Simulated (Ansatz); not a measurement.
# C2H10GeSi: one species, many methods

One table from this session's results is given with a row withheld; the runs are named, their logs left out.

Program: Ansatz 0.2.0, Gaussian basis. Level of theory: functionals in def2-TZVPP, the program's frozen cores in correlated methods. These are calculated values, not measurements.

The runs, in order: PBE-D4, r2SCAN-D4, PBE0-D4, B3LYP-D4, ωB97X-V, ωB97M-V, B2PLYP; CCSD(T)/def2-TZVPP; MP2/def2-QZVPP; extrapolation to the limit.

**The geometry**

The geometry comes from an earlier relaxation with PBE0-D4 in a triple-zeta def2 set; it is a stationary point, not always the lowest conformer.

SMILES `C[SiH](C)[GeH3]`, 14 atoms, charge 0, spin multiplicity 1.

Atoms are counted from 1 here; the program's logs count them from 0.

Bond lengths: C1–Si2 1.875 Å, C1–H5 1.092 Å, C1–H6 1.093 Å, C1–H7 1.093 Å, Si2–C3 1.875 Å, Si2–Ge4 2.383 Å, Si2–H8 1.493 Å, C3–H9 1.093 Å, C3–H10 1.092 Å, C3–H11 1.093 Å, Ge4–H12 1.541 Å, Ge4–H13 1.542 Å, Ge4–H14 1.541 Å. Angles: Si2–C1–H5 111.2°, Si2–C1–H6 110.6°, Si2–C1–H7 110.9°, H5–C1–H6 108.0°, H5–C1–H7 108.0°, H6–C1–H7 108.0°, C1–Si2–C3 111.1°, C1–Si2–Ge4 109.9°, C1–Si2–H8 109.1°, C3–Si2–Ge4 109.9°, C3–Si2–H8 109.1°, Ge4–Si2–H8 107.6°, Si2–C3–H9 110.6°, Si2–C3–H10 111.1°, Si2–C3–H11 110.9°, H9–C3–H10 108.0°, H9–C3–H11 108.0°, H10–C3–H11 108.0° and more.

Set-up of the first run:

File in.yaml:

```yaml
crystal:
  periodic: [false, false, false]
  atoms:
    - {symbol: C, position_ang: [-0.737320, 1.164659, -1.266525]}
    - {symbol: Si, position_ang: [-0.409992, 0.236344, 0.329807]}
    - {symbol: C, position_ang: [1.100806, 0.917251, 1.207892]}
    - {symbol: Ge, position_ang: [-0.108427, -2.082818, -0.126314]}
    - {symbol: H, position_ang: [-1.627768, 0.781665, -1.769859]}
    - {symbol: H, position_ang: [-0.891692, 2.228715, -1.068426]}
    - {symbol: H, position_ang: [0.107183, 1.067296, -1.953316]}
    - {symbol: H, position_ang: [-1.596970, 0.368691, 1.225121]}
    - {symbol: H, position_ang: [0.968268, 1.978361, 1.435427]}
    - {symbol: H, position_ang: [1.281553, 0.389869, 2.147112]}
    - {symbol: H, position_ang: [1.992828, 0.813579, 0.585088]}
    - {symbol: H, position_ang: [0.158179, -2.888329, 1.159674]}
    - {symbol: H, position_ang: [1.094607, -2.308131, -1.065044]}
    - {symbol: H, position_ang: [-1.344259, -2.696452, -0.811737]}
basis:
  gaussian: {orbitals: def2-TZVPP}
hamiltonian: {xc: pbe, dispersion: d4}
output: {forces: true, orbitals: {seedname: orbitals}}
```

Run with:

```console
ansatz run in.yaml --threads 2 --pin off --events-out ev --progress --plain --max-ram 22528MiB --backend cuda --devices 0, --max-vram 18GiB
```

Steps of the session up to this table: PBE-D4 (GGA); r2SCAN-D4 (meta-GGA); PBE0-D4 (hybrid); B3LYP-D4 (hybrid); ωB97X-V (range-separated); ωB97M-V (range-separated); B2PLYP (double hybrid); CCSD(T) in def2-TZVPP; MP2 in def2-QZVPP.

One of the session's tables, all rows but one given; the rest of the session is left out.

| method | atomisation energy (kcal/mol) |
| --- | --- |
| PBE-D4 | 1120.4 |
| r2SCAN-D4 | 1122.2 |
| PBE0-D4 | 1116.1 |
| B3LYP-D4 | 1118.8 |
| ωB97X-V | 1125.2 |
| ωB97M-V | 1119.2 |
| B2PLYP | 1106.0 |
| HF/def2-TZVPP | ? |
| MP2/def2-TZVPP | 1095.2 |
| CCSD/def2-TZVPP | 1089.8 |
| CCSD(T)/def2-TZVPP | 1100.2 |
| MP2/CBS | 1117.3 |
| CCSD(T)/CBS | 1122.3 |

**Question.** Estimate the row for HF/def2-TZVPP.

**Answer.** atomisation energy (kcal/mol): 854.0. In the column «atomisation energy (kcal/mol)» it is the lowest.

Among the levels timed on like hardware and quicker than the yardstick, those that no quicker one beats, quickest first: PBE-D4 (3.4 s, -1.9 kcal/mol); r2SCAN-D4 (3.9 s, 0.0 kcal/mol). Runs this short are mostly start-up, so their order is noise.

B2PLYP carry no dispersion term (for B3LYP, D4 adds 10.9 kcal/mol).

Caveats from the session: Free atoms (2 C, 1 Si, 1 Ge, 10 H) were run apart at each level; the atomisation energy is their sum less the molecule, without zero-point or spin-orbit terms.
